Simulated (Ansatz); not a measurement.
# H₅PSe₂Si: one species, many methods

Aim: compute H₅PSe₂Si with functionals from several rungs and with coupled cluster. The yardstick is the atomisation energy at the CCSD(T) limit.

The runs use Ansatz 0.2.0, Gaussian basis; functionals in def2-TZVPP, the program's frozen cores in correlated methods.

Plan: LDA (SPW92), PBE-D4, revPBE-D4, BLYP-D4, r2SCAN-D4, B97M-V, PBE0-D4, B3LYP-D4, r2SCANh-D4, r2SCAN0-D4, HSE06-D4, BHLYP-D4, CAM-B3LYP-D4, LC-ωPBE, ωB97X-V, ωB97M-V, B2PLYP, PBE-QIDH; CCSD(T)/def2-SVP; CCSD(T)/def2-TZVPP; MP2/def2-QZVPP; extrapolation to the limit; RPA on PBE.

### 1 The relaxed structure

An earlier PBE0-D4 in a triple-zeta def2 set relaxation fixed the geometry.

SMILES `P[Se][SiH2][SeH]`, 9 atoms, charge 0, spin multiplicity 1.

Atoms are counted from 1 here; the program's logs count them from 0.

Bond lengths: P1–Se2 2.272 Å, P1–H5 1.419 Å, P1–H6 1.419 Å, Se2–Si3 2.278 Å, Si3–Se4 2.272 Å, Si3–H7 1.483 Å, Si3–H8 1.483 Å, Se4–H9 1.469 Å. Angles: Se2–P1–H5 96.6°, Se2–P1–H6 96.6°, H5–P1–H6 93.4°, P1–Se2–Si3 92.9°, Se2–Si3–Se4 108.9°, Se2–Si3–H7 109.0°, Se2–Si3–H8 112.0°, Se4–Si3–H7 112.2°, Se4–Si3–H8 104.7°, H7–Si3–H8 110.0°, Si3–Se4–H9 92.7°.

### 2 LDA

This LDA is Slater exchange with PW92 correlation.

Input file in.yaml:

```yaml
crystal:
  periodic: [false, false, false]
  atoms:
    - {symbol: P, position_ang: [-1.606270, 1.268891, 0.949988]}
    - {symbol: Se, position_ang: [0.185100, -0.082743, 1.306632]}
    - {symbol: Si, position_ang: [0.298954, -0.702623, -0.882774]}
    - {symbol: Se, position_ang: [2.222393, -1.863383, -1.220574]}
    - {symbol: H, position_ang: [-2.389727, 0.790384, 2.031903]}
    - {symbol: H, position_ang: [-1.120625, 2.381879, 1.684346]}
    - {symbol: H, position_ang: [0.218901, 0.510530, -1.731628]}
    - {symbol: H, position_ang: [-0.781213, -1.650439, -1.249857]}
    - {symbol: H, position_ang: [3.060987, -0.698695, -0.905337]}
basis:
  gaussian: {orbitals: def2-TZVPP}
hamiltonian: {xc: lda}
output: {orbitals: {seedname: orbitals}}
```

Launch:

```sh
$ ansatz run in.yaml --threads 4 --pin off --events-out ev --progress --plain --max-ram 10444MiB
```

Further steps of the session: PBE-D4 (GGA); revPBE-D4 (GGA); BLYP-D4 (GGA); r2SCAN-D4 (meta-GGA); B97M-V (meta-GGA); PBE0-D4 (hybrid); B3LYP-D4 (hybrid); r2SCANh-D4 (hybrid); r2SCAN0-D4 (hybrid); HSE06-D4 (hybrid); BHLYP-D4 (hybrid); CAM-B3LYP-D4 (range-separated); LC-ωPBE (range-separated); ωB97X-V (range-separated); ωB97M-V (range-separated); B2PLYP (double hybrid); PBE-QIDH (double hybrid); CCSD(T) in def2-SVP; CCSD(T) in def2-TZVPP; MP2 in def2-QZVPP; RPA on PBE orbitals.

Q: Predict the results of all the runs planned. Wanted: atomisation energy, CCSD(T)/CBS; farthest beyond LDA; mean size of error, GGA; mean size of error, meta-GGA; mean size of error, hybrid; mean size of error, range-separated; mean size of error, double hybrid; gap, smallest and largest; T1 diagnostic.

As calculated:

```
                               quantity                                                              value
        atomisation energy, CCSD(T)/CBS                                                     591.2 kcal/mol
functionals within 5.9 kcal/mol (1.0 %)  PBE-D4, r2SCAN-D4, B97M-V, B3LYP-D4, r2SCANh-D4, ωB97X-V, ωB97M-V
                    farthest beyond LDA                                           LC-ωPBE (-22.3 kcal/mol)
                mean size of error, GGA                                                       6.0 kcal/mol
           mean size of error, meta-GGA                                                       1.1 kcal/mol
             mean size of error, hybrid                                                       7.9 kcal/mol
    mean size of error, range-separated                                                       9.3 kcal/mol
      mean size of error, double hybrid                                                      14.6 kcal/mol
              gap, smallest and largest                          4.05 eV (LDA (SPW92)), 10.91 eV (LC-ωPBE)
                          T1 diagnostic                                                             0.0103
triples share of the correlation energy                                                              3.9 %
```

In words: LDA overbinds by 81.9 kcal/mol (14 %). PBE-D4 is off by +0.4 kcal/mol. Double hybrids carry the basis error of their MP2 part in triple zeta, and no dispersion term here, so their miss is partly the set-up's. By mean error the best rung here is meta-GGA (1.1 kcal/mol) and the worst beyond LDA is double hybrid (14.6 kcal/mol). Misses under about 5.9 kcal/mol are within the doubt on the reference itself, which lacks core-valence correlation, relativity and higher excitations, and its outer-core shells are covered unevenly. All levels share the lack of spin-orbit coupling, which lowers the free heavy atoms and so the true binding. Hartree-Fock recovers 68 % of the binding; the rest is correlation. CCSD(T) in def2-SVP is off by -63.3 kcal/mol, more than most functionals: a good method in a small basis is no reference. The gap grows from 4.1 to 10.9 eV across the functionals, mostly with the share of exact exchange. Correlated methods include outer-core shells of Se, which these sets cover unevenly.
